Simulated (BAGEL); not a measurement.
# C2H5BN (SMILES B[N]C=C) at UHF/3-21G (density fitting with qzvpp-jkfit)

Aim: the vertical electron affinity of C2H5BN at UHF/3-21G (density fitting with qzvpp-jkfit), from 2 runs. 

The results are computed with BAGEL 1.2.2.

1 further run of the same task is left out (set aside as unsound or not needed).

### 1 Starting point

C2H5BN has 9 atoms, charge 0, and is taken as a doublet. As SMILES, `B[N]C=C`. Geometry: relaxed at PBE0-D4/def2-TZVP.

Bond lengths: B1–N2 1.342 Å, N2–C3 1.284 Å, C3–C4 1.392 Å, B1–H5 1.202 Å, B1–H6 1.202 Å, C3–H7 1.093 Å, C4–H8 1.082 Å, C4–H9 1.083 Å. Angles: B1–N2–C3 179.9°, N2–C3–C4 123.6°, N2–B1–H5 119.4°, N2–B1–H6 119.4°, N2–C3–H7 118.2°, C4–C3–H7 118.1°, C3–C4–H8 120.6°, C3–C4–H9 120.2°, H5–B1–H6 121.3°, H8–C4–H9 119.2°.

### 2 A single-point energy at UHF/3-21G (density fitting with qzvpp-jkfit)

Input file input.json:

```json
{ "bagel" : [

{
  "title" : "molecule",
  "basis" : "3-21g",
  "df_basis" : "qzvpp-jkfit",
  "angstrom" : true,
  "geometry" : [
    { "atom" : "B", "xyz" : [      -0.864600,       1.674800,      -0.110400 ] },
    { "atom" : "N", "xyz" : [      -0.486400,       0.387700,      -0.106200 ] },
    { "atom" : "C", "xyz" : [      -0.126200,      -0.844400,      -0.102100 ] },
    { "atom" : "C", "xyz" : [       1.161000,      -1.270600,       0.212300 ] },
    { "atom" : "H", "xyz" : [      -1.300900,       2.164000,       0.896800 ] },
    { "atom" : "H", "xyz" : [      -0.758900,       2.316900,      -1.120700 ] },
    { "atom" : "H", "xyz" : [      -0.871400,      -1.601800,      -0.359600 ] },
    { "atom" : "H", "xyz" : [       1.410600,      -2.323300,       0.200400 ] },
    { "atom" : "H", "xyz" : [       1.925400,      -0.549500,       0.472300 ] }
  ]
},

{
  "title" : "uhf",
  "nopen" : 1
},

{
  "title" : "print",
  "file" : "orbitals.molden",
  "orbitals" : true
}

]}
```

The run is started by

```sh
$ BAGEL_NUM_THREADS=1 BAGEL input.json > input.out
```

What it wrote:

```text
* using 1 threads per process

  ===============================================================
  ===============================================================

  *** Geometry ***

  { "atom" : "B", "xyz" : [     -1.633857,      3.164913,     -0.208626 ] },
  { "atom" : "N", "xyz" : [     -0.919163,      0.732647,     -0.200689 ] },
  { "atom" : "C", "xyz" : [     -0.238483,     -1.595685,     -0.192941 ] },
  { "atom" : "C", "xyz" : [      2.193972,     -2.401086,      0.401189 ] },
  { "atom" : "H", "xyz" : [     -2.458345,      4.089367,      1.694706 ] },
  { "atom" : "H", "xyz" : [     -1.434113,      4.378306,     -2.117816 ] },
  { "atom" : "H", "xyz" : [     -1.646707,     -3.026963,     -0.679546 ] },
  { "atom" : "H", "xyz" : [      2.665648,     -4.390401,      0.378701 ] },
  { "atom" : "H", "xyz" : [      3.638479,     -1.038405,      0.892518 ] },

  Number of auxiliary basis functions:      392

  Since a DF basis is specified, we compute 2- and 3-index integrals:
    o Being stored without compression. Storage requirement is 0.007 GB

  Number of basis functions:       46
  Number of electrons      :       29

    * METHOD: MOLECULE                             0.11

  *** Open-shell HF ***

  === Nuclear Repulsion ===
    97.1167409139

      * DIIS with orbital gradients will be used.

  === UHF iteration (3-21g) ===
      0       -156.74600245          0.04520939           0.03
      1       -156.82880362          0.02730935           0.03
      2       -156.85164175          0.01870084           0.03
      3       -156.86688940          0.00201837           0.03
      4       -156.87082073          0.00087945           0.03
      5       -156.87241984          0.00059957           0.03
      6       -156.87354025          0.00027387           0.03
      7       -156.87374073          0.00015570           0.03
      8       -156.87381394          0.00005157           0.03
      9       -156.87382028          0.00002204           0.03
     10       -156.87382262          0.00000788           0.03
     11       -156.87382382          0.00000379           0.03
     12       -156.87382421          0.00000224           0.03
     13       -156.87382433          0.00000198           0.03
     14       -156.87382451          0.00000143           0.03
     15       -156.87382455          0.00000048           0.03
     16       -156.87382457          0.00000013           0.03
     17       -156.87382457          0.00000007           0.03
     18       -156.87382457          0.00000003           0.03
     19       -156.87382457          0.00000001           0.03
     20       -156.87382457          0.00000001           0.03
    * SCF iteration converged.

    * S^2 (UHF) is 0.9699

    * Permanent dipole moment:
           (   -0.375852,     0.868351,    -0.035703) a.u.

    * METHOD: UHF                                  0.72

    * METHOD: PRINT                                0.01

  ===============================================================
```

Wall time 0.97 s (1 thread of Arm Neoverse V1, shared host); peak memory 0.081 GiB.

### 3 The singlet anion

Input file job.json:

```json
{ "bagel": [

{
  "title": "molecule",
  "basis": "3-21g",
  "df_basis": "qzvpp-jkfit",
  "angstrom": true,
  "geometry": [
    { "atom": "B", "xyz": [   -0.864600,    1.674800,   -0.110400 ] },
    { "atom": "N", "xyz": [   -0.486400,    0.387700,   -0.106200 ] },
    { "atom": "C", "xyz": [   -0.126200,   -0.844400,   -0.102100 ] },
    { "atom": "C", "xyz": [    1.161000,   -1.270600,    0.212300 ] },
    { "atom": "H", "xyz": [   -1.300900,    2.164000,    0.896800 ] },
    { "atom": "H", "xyz": [   -0.758900,    2.316900,   -1.120700 ] },
    { "atom": "H", "xyz": [   -0.871400,   -1.601800,   -0.359600 ] },
    { "atom": "H", "xyz": [    1.410600,   -2.323300,    0.200400 ] },
    { "atom": "H", "xyz": [    1.925400,   -0.549500,    0.472300 ] }
  ]
},
{
  "title": "hf",
  "charge": -1
},
{
  "title": "print",
  "file": "orbitals.molden",
  "orbitals": true
}

]}
```

The run is started by

```sh
$ BAGEL_NUM_THREADS=1 BAGEL job.json > job.out
```

What it wrote:

```text
* using 1 threads per process

  ===============================================================
  ===============================================================

  *** Geometry ***

  { "atom" : "B", "xyz" : [     -1.633857,      3.164913,     -0.208626 ] },
  { "atom" : "N", "xyz" : [     -0.919163,      0.732647,     -0.200689 ] },
  { "atom" : "C", "xyz" : [     -0.238483,     -1.595685,     -0.192941 ] },
  { "atom" : "C", "xyz" : [      2.193972,     -2.401086,      0.401189 ] },
  { "atom" : "H", "xyz" : [     -2.458345,      4.089367,      1.694706 ] },
  { "atom" : "H", "xyz" : [     -1.434113,      4.378306,     -2.117816 ] },
  { "atom" : "H", "xyz" : [     -1.646707,     -3.026963,     -0.679546 ] },
  { "atom" : "H", "xyz" : [      2.665648,     -4.390401,      0.378701 ] },
  { "atom" : "H", "xyz" : [      3.638479,     -1.038405,      0.892518 ] },

  Number of auxiliary basis functions:      392

  Since a DF basis is specified, we compute 2- and 3-index integrals:
    o Being stored without compression. Storage requirement is 0.007 GB

  Number of basis functions:       46
  Number of electrons      :       29

    * METHOD: MOLECULE                             0.11

  *** RHF ***

  === Nuclear Repulsion ===
    97.1167409139

      * DIIS with orbital gradients will be used.

  === RHF iteration (3-21g) ===
      0       -156.68867740          0.02975035           0.02
      1       -156.79605811          0.01812729           0.02
      2       -156.84582986          0.00312683           0.02
      3       -156.84765097          0.00107232           0.02
      4       -156.84787820          0.00016562           0.02
      5       -156.84789429          0.00007709           0.02
      6       -156.84789731          0.00002407           0.02
      7       -156.84789765          0.00000484           0.02
      8       -156.84789766          0.00000132           0.02
      9       -156.84789766          0.00000054           0.02
     10       -156.84789766          0.00000020           0.02
     11       -156.84789766          0.00000011           0.02
     12       -156.84789766          0.00000002           0.02
     13       -156.84789766          0.00000001           0.02
    * SCF iteration converged.

    * Permanent dipole moment:
           (    0.064219,     0.944845,     0.088532) a.u.

    * METHOD: HF                                   0.31

    * METHOD: PRINT                                0.01

  ===============================================================
```

Run time: 0.54 s. Hardware: 1 thread of Arm Neoverse V1, shared host; peak memory 0.081 GiB.

### 4 What came out

At UHF/3-21G (density fitting with qzvpp-jkfit):

| quantity | value |
| --- | --- |
| doublet C2H5BN: total energy | -156.87382 Eh |
| doublet C2H5BN: dipole moment | 2.41 D |
| doublet C2H5BN: ⟨S²⟩ | 0.970 |
| singlet anion: total energy | -156.84790 Eh |
| singlet anion: HOMO energy | -1.16 eV |
| singlet anion: LUMO energy | 10.24 eV |
| singlet anion: HOMO–LUMO gap (to an unbound level, set by the basis) | 11.41 eV |
| vertical electron affinity (to the singlet anion) | -0.706 eV |

In words: The anion lies 0.71 eV (16.3 kcal/mol) above the neutral: the electron isn't bound at this level, and such a value depends on the basis. Without diffuse functions anions come out too high. Hartree–Fock misses the correlation that binds many anions. ⟨S²⟩ (doublet C2H5BN) is 0.97 where a pure doublet has 0.75: the reference is spin-contaminated.
